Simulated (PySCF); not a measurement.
# CH7O2PSi: the cost of one run

Programs: PySCF 2.14.0, with density-fitted response routines of our own. Each step states its level of theory. These are calculated values for one molecule in the gas phase, unless marked as measured. Atoms count from 0, in the outputs and in this text.

## 1. The molecule as given

12 atoms, charge 0, multiplicity 1; geometry from: GFN2-xTB. The atoms were then displaced at random by about 0.01 Å, so the start is not that level's minimum.

Bonds of the start (Å): C0–O1 1.37, O1–Si2 1.61, Si2–O3 1.62, Si2–P4 2.24, C0–H5 1.10, C0–H6 1.08, C0–H7 1.12, Si2–H8 1.44, O3–H9 0.93, P4–H10 1.37, P4–H11 1.37.

## 2. Relaxing the molecule at PBE0-D3(BJ)/def2-SVP

Job settings and geometry (Å):

```
{"job": {"xc": "PBE0", "basis": "def2-SVP", "d3": "d3bj", "grid": 1, "shake": 0.01, "kind": "geom"}, "charge": 0, "multiplicity": 1}
C     -1.914430    -0.833320     0.318600
O     -0.546270    -0.797300     0.424940
Si     0.442280     0.330560    -0.154500
O     -0.082430     1.799690     0.277140
P      2.353630    -0.138090     0.924920
H     -2.232650    -1.130530    -0.687370
H     -2.313780    -1.508790     1.055070
H     -2.330620     0.191020     0.489990
H      0.510210     0.315520    -1.593980
H      0.436300     2.567980     0.335000
H      3.151200     0.526990     0.031930
H      2.566250    -1.352000     0.333960
```

The run is started by

```bash
> OMP_NUM_THREADS=1 python probes_run.py task.json out
```

One launch serves the whole session: the jobs run in the order shown.

**Question.** How long does this first job take on 1 thread of Arm Neoverse V1, shared host, and how much memory does it need?

About 2.7 min, with a peak of 0.45 GiB.
